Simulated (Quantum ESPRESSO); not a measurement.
# InTe2 (F-43m) in Quantum ESPRESSO: notebook, part 2 of 2

Quantum ESPRESSO 7.5. The steps go on from the part before.

### 3 Phonons, PBE

Contents of pw.in:

```
&CONTROL
  calculation = 'scf'
  prefix = 'pwscf'
  outdir = './tmp'
  pseudo_dir = './pseudo'
  tprnfor = .true.
  tstress = .true.
  disk_io = 'low'
/
&SYSTEM
  ibrav = 0
  nat = 3
  ntyp = 2
  ecutwfc = 56
  ecutrho = 448
  nbnd = 19
  occupations = 'smearing'
  smearing = 'fd'
  degauss = 0.00367493
/
&ELECTRONS
  conv_thr = 6d-10
  electron_maxstep = 120
  mixing_beta = 0.5
/
ATOMIC_SPECIES
In   114.8180 in_pbe_v1.4.uspp.F.UPF
Te   127.6000 te_pbe_v1.uspp.F.UPF
CELL_PARAMETERS angstrom
   0.0000000000    3.6300939000    3.6300939000
   3.6300939000    0.0000000000    3.6300939000
   3.6300939000    3.6300939000    0.0000000000
ATOMIC_POSITIONS crystal
In     0.7500000000    0.7500000000    0.7500000000
Te     0.0000000000    0.0000000000    0.0000000000
Te     0.2500000000    0.2500000000    0.2500000000
K_POINTS automatic
2 2 2 1 1 1
```

Contents of relax.in:

```
&CONTROL
  calculation = 'vc-relax'
  prefix = 'pwscf'
  outdir = './tmp'
  pseudo_dir = './pseudo'
  tprnfor = .true.
  tstress = .true.
  disk_io = 'low'
  nstep = 40
  forc_conv_thr = 0.0001
  etot_conv_thr = 1d-06
/
&SYSTEM
  ibrav = 0
  nat = 3
  ntyp = 2
  ecutwfc = 56
  ecutrho = 448
  nbnd = 19
  occupations = 'smearing'
  smearing = 'fd'
  degauss = 0.00367493
/
&ELECTRONS
  conv_thr = 6d-10
  electron_maxstep = 120
  mixing_beta = 0.5
/
&IONS
  ion_dynamics = 'bfgs'
/
&CELL
  cell_dynamics = 'bfgs'
  press = 0
  press_conv_thr = 0.2
/
ATOMIC_SPECIES
In   114.8180 in_pbe_v1.4.uspp.F.UPF
Te   127.6000 te_pbe_v1.uspp.F.UPF
CELL_PARAMETERS angstrom
   0.0000000000    3.6300939000    3.6300939000
   3.6300939000    0.0000000000    3.6300939000
   3.6300939000    3.6300939000    0.0000000000
ATOMIC_POSITIONS crystal
In     0.7500000000    0.7500000000    0.7500000000
Te     0.0000000000    0.0000000000    0.0000000000
Te     0.2500000000    0.2500000000    0.2500000000
K_POINTS automatic
2 2 2 1 1 1
```

Contents of scf2.in:

```
&CONTROL
  calculation = 'scf'
  prefix = 'pwscf'
  outdir = './tmp'
  pseudo_dir = './pseudo'
  tprnfor = .true.
  tstress = .true.
  disk_io = 'low'
/
&SYSTEM
  ibrav = 0
  nat = 3
  ntyp = 2
  ecutwfc = 56
  ecutrho = 448
  nbnd = 19
  occupations = 'smearing'
  smearing = 'fd'
  degauss = 0.00367493
/
&ELECTRONS
  conv_thr = 1d-13
  electron_maxstep = 120
  mixing_beta = 0.5
  startingpot = 'file'
  startingwfc = 'file'
/
ATOMIC_SPECIES
In   114.8180 in_pbe_v1.4.uspp.F.UPF
Te   127.6000 te_pbe_v1.uspp.F.UPF
CELL_PARAMETERS angstrom
   0.0000000000    3.7672979289    3.7672979289
   3.7672979289    0.0000000000    3.7672979289
   3.7672979289    3.7672979289    0.0000000000
ATOMIC_POSITIONS crystal
In     0.7500000000    0.7500000000    0.7500000000
Te     0.0000000000    0.0000000000    0.0000000000
Te     0.2500000000    0.2500000000    0.2500000000
K_POINTS automatic
2 2 2 1 1 1
```

Contents of ph.in:

```
phonons of InTe2
&INPUTPH
  prefix = 'pwscf'
  outdir = './tmp'
  tr2_ph = 1d-18
  fildyn = 'dyn'
  niter_ph = 90
  alpha_mix(1) = 0.4
/
0.0000000000 0.0000000000 0.0000000000
```

Contents of dynmat.in:

```
&INPUT
  fildyn = 'dyn'
  asr = 'crystal'
  filout = 'dynmat.disp'
  fileig = 'dynmat.eig'
/
```

Potentials or basis: GBRV 1.5 PBE.

Run with:

```bash
> OMP_NUM_THREADS=1 pw.x -in pw.in > pw.out
> OMP_NUM_THREADS=1 pw.x -in relax.in > relax.out
> OMP_NUM_THREADS=1 pw.x -in scf2.in > scf2.out
> OMP_NUM_THREADS=1 ph.x -in ph.in > ph.out
> OMP_NUM_THREADS=1 dynmat.x -in dynmat.in > dynmat.out
```

pw.out:

```text
This program is part of the open-source Quantum ESPRESSO suite
     for quantum simulation of materials; please cite
[... 9 lines left out ...]
     --------------------
     sticks:   dense  smooth     PW     G-vecs:    dense   smooth      PW
     Sum        2905    1459    397               103619    36661    5209

     Using Slab Decomposition

     bravais-lattice index     =            0
     lattice parameter (alat)  =       9.7013  a.u.
     unit-cell volume          =     645.6248 (a.u.)^3
     number of atoms/cell      =            3
     number of atomic types    =            2
     number of electrons       =        25.00
     number of Kohn-Sham states=           19
     kinetic-energy cutoff     =      56.0000  Ry
     charge density cutoff     =     448.0000  Ry
     scf convergence threshold =      6.0E-10
     mixing beta               =       0.5000
     number of iterations used =            8  plain     mixing
     Exchange-correlation= SLA  PW   PBE  PBE
                           (   1   4   3   4   0   0   0)

     celldm(1)=   9.701340  celldm(2)=   0.000000  celldm(3)=   0.000000
     celldm(4)=   0.000000  celldm(5)=   0.000000  celldm(6)=   0.000000

[... 8 lines left out ...]
               b(3) = (  0.707107  0.707107 -0.707107 )

     PseudoPot. # 1 for In read from file:
     in_pbe_v1.4.uspp.F.UPF
     Pseudo is Ultrasoft + core correction, Zval = 13.0
     Generated by new atomic code, or converted to UPF format
     Using radial grid of  889 points,  6 beta functions with:
                l(1) =   0
                l(2) =   0
                l(3) =   1
                l(4) =   1
                l(5) =   2
                l(6) =   2
     Q(r) pseudized with  6 coefficients,  rinner =    1.400   1.400   1.400
                                                       1.400   1.400

     PseudoPot. # 2 for Te read from file:
     te_pbe_v1.uspp.F.UPF
     Pseudo is Ultrasoft + core correction, Zval =  6.0
     Generated by new atomic code, or converted to UPF format
     Using radial grid of  891 points,  5 beta functions with:
                l(1) =   0
                l(2) =   0
                l(3) =   1
                l(4) =   1
                l(5) =   2
     Q(r) pseudized with  6 coefficients,  rinner =    1.800   1.800   1.800
                                                       1.800   1.800

     atomic species   valence    mass     pseudopotential
     In               13.00   114.81800     In( 1.00)
     Te                6.00   127.60000     Te( 1.00)

     24 Sym. Ops. (no inversion) found

   Cartesian axes

     site n.     atom                  positions (alat units)
         1        In     tau(   1) = (   1.0606602   1.0606602   1.0606602  )
         2        Te     tau(   2) = (   0.0000000   0.0000000   0.0000000  )
         3        Te     tau(   3) = (   0.3535534   0.3535534   0.3535534  )

     number of k points=     2  Fermi-Dirac smearing, width (Ry)=  0.0037
                       cart. coord. in units 2pi/alat
        k(    1) = (   0.1767767   0.1767767   0.1767767), wk =   0.5000000
        k(    2) = (  -0.1767767  -0.1767767   0.5303301), wk =   1.5000000

     Dense  grid:   103619 G-vectors     FFT dimensions: (  72,  72,  72)

     Smooth grid:    36661 G-vectors     FFT dimensions: (  48,  48,  48)

     Initial potential from superposition of free atoms

     starting charge      23.4996, renormalised to      25.0000
     Starting wfcs are   17 randomized atomic wfcs +    2 random wfcs

     Self-consistent Calculation

     iteration #  1     ecut=    56.00 Ry     beta= 0.50
     Davidson diagonalization with overlap
     ethr =  1.00E-02,  avg # of iterations =  6.5

     total energy              =    -186.14240052 Ry
     estimated scf accuracy    <       0.91563772 Ry

     iteration #  2     ecut=    56.00 Ry     beta= 0.50
     Davidson diagonalization with overlap
     ethr =  3.66E-03,  avg # of iterations =  2.0

     total energy              =    -186.40958443 Ry
     estimated scf accuracy    <       0.09346442 Ry

     iteration #  3     ecut=    56.00 Ry     beta= 0.50
     Davidson diagonalization with overlap
     ethr =  3.74E-04,  avg # of iterations =  4.5

     total energy              =    -186.42822097 Ry
     estimated scf accuracy    <       0.00341592 Ry

     iteration #  4     ecut=    56.00 Ry     beta= 0.50
     Davidson diagonalization with overlap
     ethr =  1.37E-05,  avg # of iterations =  4.5

     total energy              =    -186.42887283 Ry
     estimated scf accuracy    <       0.00070677 Ry

     iteration #  5     ecut=    56.00 Ry     beta= 0.50
     Davidson diagonalization with overlap
     ethr =  2.83E-06,  avg # of iterations =  2.0

     total energy              =    -186.42896413 Ry
     estimated scf accuracy    <       0.00008152 Ry

     iteration #  6     ecut=    56.00 Ry     beta= 0.50
     Davidson diagonalization with overlap
     ethr =  3.26E-07,  avg # of iterations =  3.0

     total energy              =    -186.42897757 Ry
     estimated scf accuracy    <       0.00000276 Ry

     iteration #  7     ecut=    56.00 Ry     beta= 0.50
     Davidson diagonalization with overlap
     ethr =  1.10E-08,  avg # of iterations =  4.0

     total energy              =    -186.42897980 Ry
     estimated scf accuracy    <       0.00000056 Ry

     iteration #  8     ecut=    56.00 Ry     beta= 0.50
     Davidson diagonalization with overlap
     ethr =  2.24E-09,  avg # of iterations =  2.0

     total energy              =    -186.42897990 Ry
     estimated scf accuracy    <       0.00000002 Ry

     iteration #  9     ecut=    56.00 Ry     beta= 0.50
     Davidson diagonalization with overlap
     ethr =  9.68E-11,  avg # of iterations =  2.0

     End of self-consistent calculation

          k = 0.1768 0.1768 0.1768 (  4576 PWs)   bands (ev):

    -7.3887  -7.3628  -7.3628  -7.3418  -7.3418  -5.8525  -2.5815   2.1099
     3.3588   3.3588   4.8992   5.8442   5.8442   7.4279   9.7251   9.7251
    10.2448  13.9460  14.1650

          k =-0.1768-0.1768 0.5303 (  4560 PWs)   bands (ev):

    -7.4126  -7.3607  -7.3557  -7.3523  -7.3395  -5.0482  -3.6210   0.9506
     2.5310   3.4207   5.1819   6.5221   7.2089   8.4842   9.8935  10.6834
    11.0923  13.6811  13.8054

     the Fermi energy is     7.1737 ev

!    total energy              =    -186.42897992 Ry
     estimated scf accuracy    <          4.3E-10 Ry
     smearing contrib. (-TS)   =      -0.00356990 Ry
     internal energy E=F+TS    =    -186.42541001 Ry

     The total energy is F=E-TS. E is the sum of the following terms:
     one-electron contribution =     -58.06895964 Ry
     hartree contribution      =      44.52999781 Ry
     xc contribution           =     -66.63161614 Ry
     ewald contribution        =    -106.25483205 Ry

     convergence has been achieved in   9 iterations

     Forces acting on atoms (cartesian axes, Ry/au):

     atom    1 type  1   force =     0.00000000   -0.00000000   -0.00000000
     atom    2 type  2   force =     0.00000000    0.00000000    0.00000000
     atom    3 type  2   force =    -0.00000000    0.00000000    0.00000000

     Total force =     0.000000     Total SCF correction =     0.000000

     Computing stress (Cartesian axis) and pressure

          total   stress  (Ry/bohr**3)                   (kbar)     P=       40.74
   0.00027692  -0.00000000  -0.00000000           40.74       -0.00       -0.00
  -0.00000000   0.00027692   0.00000000           -0.00       40.74        0.00
  -0.00000000   0.00000000   0.00027692           -0.00        0.00       40.74

=------------------------------------------------------------------------------=
   JOB DONE.
=------------------------------------------------------------------------------=
```

Wall time 6.3 min (1 thread of Intel Xeon Platinum 8375C at 2.90GHz (Ice Lake), shared host); peak memory 0.46 GiB.

What came out:

- Free energy: -2536.6252 eV
- Relaxed volume: 35.65 Å³/atom
- Relaxed cell: a = 5.328 Å, b = 5.328 Å, c = 5.328 Å, α = 60.00°, β = 60.00°, γ = 60.00°
- Space group after relaxing (to 0.05 Å): F-43m (No. 216)
- Pressure after relaxing: 0.0 GPa
- Band gap on the k mesh: none (metal or under the smearing width)
- Highest phonon frequency at Γ: 48 cm⁻¹
- Most unstable mode: 135i cm⁻¹

The path:
| step | energy change (eV) | largest force (eV/Å) | pressure (GPa) | volume (Å³) |
| --- | --- | --- | --- | --- |
| 1 | 0.0000 | 0.0000 | 4.07 | 95.67 |
| 2 | -0.0450 | 0.0000 | 3.15 | 97.67 |
| 3 | -0.0824 | 0.0000 | 2.24 | 99.91 |
| 4 | -0.1170 | 0.0000 | 1.05 | 103.32 |
| 5 | -0.1283 | 0.0000 | 0.11 | 106.50 |
| 6 | -0.1285 | 0.0000 | 0.01 | 106.91 |
| 7 | -0.1285 | 0.0000 | 0.00 | 106.94 |

Final structure:
```
In Te
1.0
     0.00000    3.76730    3.76730
     3.76730    0.00000    3.76730
     3.76730    3.76730    0.00000
In Te
1 2
Direct
  0.75000 0.75000 0.75000
  0.00000 0.00000 0.00000
  0.25000 0.25000 0.25000
```

Levels at points of the mesh, in eV from the Fermi level:
```
           k point  band 8  band 9  band 10  band 11  band 12  band 13  band 14  band 15  band 16  band 17
(0.25, 0.25, 0.25)   -4.76   -3.40    -3.40    -2.27    -1.13    -1.13     0.14     2.61     2.61     2.92
```

Phonon frequencies in cm⁻¹ (negative: imaginary):
```tsv
q point	frequencies
(0.000, 0.000, 0.000)	-135 -135 -135 -1 -1 -1 48 48 48
```

Optical modes at Γ, degenerate ones joined:
```csv
cm⁻¹,components,symmetry,active in
135i,3,T2,IR and Raman
48,3,T2,IR and Raman
```

Caveat: the k mesh is coarse (spacing up to 0.75 Å⁻¹), so the values aren't converged; the mesh is thin for the phonons of a metal; some modes are imaginary.
